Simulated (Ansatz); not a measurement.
# B₂H₃NO₂S: one species, many methods

One table from this session's results is given with a row withheld; the runs are named, their logs left out.

The runs use Ansatz 0.2.0, Gaussian basis; functionals in def2-TZVPP, the program's frozen cores in correlated methods.

Levels to be run: LDA (SPW92), PBE-D4, revPBE-D4, BLYP-D4, r2SCAN-D4, B97M-V, PBE0-D4, B3LYP-D4, r2SCANh-D4, r2SCAN0-D4, HSE06-D4, BHLYP-D4, CAM-B3LYP-D4, LC-ωPBE, ωB97X-V, ωB97M-V, B2PLYP, PBE-QIDH; CCSD(T)/def2-SVP; CCSD(T)/def2-TZVPP; MP2/def2-QZVPP; extrapolation to the limit; RPA on PBE.

## The geometry

The geometry comes from an earlier relaxation with PBE0-D4 in a triple-zeta def2 set; it is a stationary point, not always the lowest conformer.

SMILES `OB1NB(S)O1`, 9 atoms, charge 0, spin multiplicity 1.

Atoms are counted from 1 here; the program's logs count them from 0.

Bond lengths: O1–B2 1.344 Å, O1–H7 0.959 Å, B2–N3 1.442 Å, B2–O6 1.410 Å, N3–B4 1.432 Å, N3–H8 0.999 Å, B4–S5 1.794 Å, B4–O6 1.406 Å, S5–H9 1.343 Å. Angles: B2–O1–H7 114.0°, O1–B2–N3 136.7°, O1–B2–O6 125.6°, N3–B2–O6 97.7°, B2–N3–B4 81.0°, B2–N3–H8 140.7°, B4–N3–H8 138.3°, N3–B4–S5 133.0°, N3–B4–O6 98.3°, S5–B4–O6 128.7°, B4–S5–H9 94.1°, B2–O6–B4 83.0°.

Set-up of the first run:

Input file in.yaml:

```yaml
crystal:
  periodic: [false, false, false]
  atoms:
    - {symbol: O, position_ang: [1.684871, -1.147720, -1.173355]}
    - {symbol: B, position_ang: [0.730884, -0.494419, -0.488304]}
    - {symbol: N, position_ang: [-0.550968, 0.099175, -0.779561]}
    - {symbol: B, position_ang: [-0.480059, 0.393666, 0.619751]}
    - {symbol: S, position_ang: [-1.589180, 1.237122, 1.749660]}
    - {symbol: O, position_ang: [0.770286, -0.191691, 0.888449]}
    - {symbol: H, position_ang: [1.486302, -1.264023, -2.104402]}
    - {symbol: H, position_ang: [-1.177739, 0.249175, -1.542649]}
    - {symbol: H, position_ang: [-0.785899, 1.072415, 2.813310]}
basis:
  gaussian: {orbitals: def2-TZVPP}
hamiltonian: {xc: lda}
output: {orbitals: {seedname: orbitals}}
```

Started as:

```
ansatz run in.yaml --threads 4 --pin off --events-out ev --progress --plain --max-ram 10444MiB
```

Steps of the session up to this table: LDA; PBE-D4 (GGA); revPBE-D4 (GGA); BLYP-D4 (GGA); r2SCAN-D4 (meta-GGA); B97M-V (meta-GGA); B3LYP-D4 (hybrid); r2SCANh-D4 (hybrid); r2SCAN0-D4 (hybrid); HSE06-D4 (hybrid); BHLYP-D4 (hybrid); CAM-B3LYP-D4 (range-separated); LC-ωPBE (range-separated); ωB97X-V (range-separated); ωB97M-V (range-separated); B2PLYP (double hybrid); PBE-QIDH (double hybrid).

One of the session's tables, all rows but one given; the rest of the session is left out.

It belongs to the step «Frontier levels by functional». 

```
  functional  HOMO (eV)  gap (eV)
 LDA (SPW92)      -6.60      5.79
      PBE-D4      -6.41      5.89
   revPBE-D4      -6.35      5.88
     BLYP-D4      -6.26      5.70
   r2SCAN-D4      -6.72      6.63
      B97M-V      -6.77      6.46
     PBE0-D4      -7.74      8.03
    B3LYP-D4      -7.48      7.41
  r2SCANh-D4      -7.22      7.47
  r2SCAN0-D4      -7.94      8.64
    HSE06-D4      -7.34      7.27
    BHLYP-D4      -8.86      9.71
CAM-B3LYP-D4      -9.08     10.07
     LC-ωPBE          ?         ?
     ωB97X-V     -10.11     12.19
     ωB97M-V      -9.94     11.53
```

**Question.** Estimate the row for LC-ωPBE.

As computed: HOMO (eV): -10.50; gap (eV): 12.78. In the column «HOMO (eV)» it is the lowest.
